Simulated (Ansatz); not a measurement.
# CsLiCr2Te2S3 in Ansatz: convergence with k mesh

Input of the first run (k mesh 2 × 2 × 1); the others differ in this setting and in those tied to it:

Contents of input.yaml:

```yaml
crystal:
  lattice:
    - [6.10792, -0.01886, 0.00581]
    - [-2.28822, 5.93151, 0.00333]
    - [-1.38462, -2.19395, 7.5626]
  atoms:
    - { symbol: Cs, position: [0.06348, 0.10178, 0.99394] }
    - { symbol: Li, position: [0.57026, 0.58143, 0.57403] }
    - { symbol: Cr, position: [0.07801, 0.50138, 0.5799], spin: 3.0 }
    - { symbol: Cr, position: [0.43162, 0.02972, 0.53722], spin: 3.0 }
    - { symbol: Te, position: [0.54458, 0.76732, 0.28198] }
    - { symbol: Te, position: [0.01143, 0.65932, 0.29902] }
    - { symbol: S, position: [0.778, 0.37133, 0.70773] }
    - { symbol: S, position: [0.39402, 0.82508, 0.74875] }
    - { symbol: S, position: [0.19605, 0.23009, 0.48646] }
hamiltonian:
  xc: pbe
  pseudopotentials: { kind: paw }
magnetization:
  spin_polarized: true
kpoints:
  mp_grid: { grid: [2, 2, 1] }
scf:
  occupations: { method: fermi_dirac, width: 0.05 }
output:
  forces: true
  stress: true
  eigenvalues: true
```

Potentials or basis: Ansatz PAW.

Run with:

```bash
$ ansatz run input.yaml --threads 8 --pin off --max-ram 20480MiB --backend cpu --events-out ev --progress --plain --runs-dir out
```

The cell was built by a generator and needn't be a form met in nature.

Hardware: 8 threads of Intel(R) Xeon(R) Processor @ 2.50GHz (Skylake/Cascade Lake), with other jobs on the host.

```csv
k mesh,"energy less the tightest run, at zero smearing (meV/atom)",pressure (GPa),largest force (eV/Å),absolute moment (μB),SCF cycles,CPU time (s),peak memory (GiB)
2 × 2 × 1,23.21,0.09,0.487,6.53,27,58,0.95
2 × 2 × 2,16.65,0.04,0.433,6.52,28,100,1.1
3 × 3 × 2,1.35,0.05,0.229,6.68,28,170,1.2
4 × 4 × 3,-3.44,-0.02,0.101,6.49,28,400,1.6
5 × 4 × 3,2.48,-0.03,0.133,6.48,29,560,1.7
6 × 6 × 4,-1.95,0.02,0.008,6.54,27,1400,2.8
7 × 7 × 5,-1.00,-0.03,0.099,6.50,28,2400,4
8 × 8 × 6,0.00,0.01,0.040,6.53,28,3500,5.7
```

Against the tightest run, the energy stays within 1 meV/atom from 7 × 7 × 5 on; the pressure stays within 0.1 GPa from 2 × 2 × 1 on. Not settled before the last step: the largest force (to 0.005 eV/Å), the absolute moment (to 0.02 μB). Meshes of other sizes hit other points, so gaps and Fermi surfaces needn't settle smoothly. The tightest run that finished is the yardstick and may itself not be fully converged.

Caveat, for the tightest run too: only a ferromagnetic start was run, and an antiferromagnetic order may lie lower in energy. Spin-orbit coupling is left out, which matters for the levels of Cs, Te.
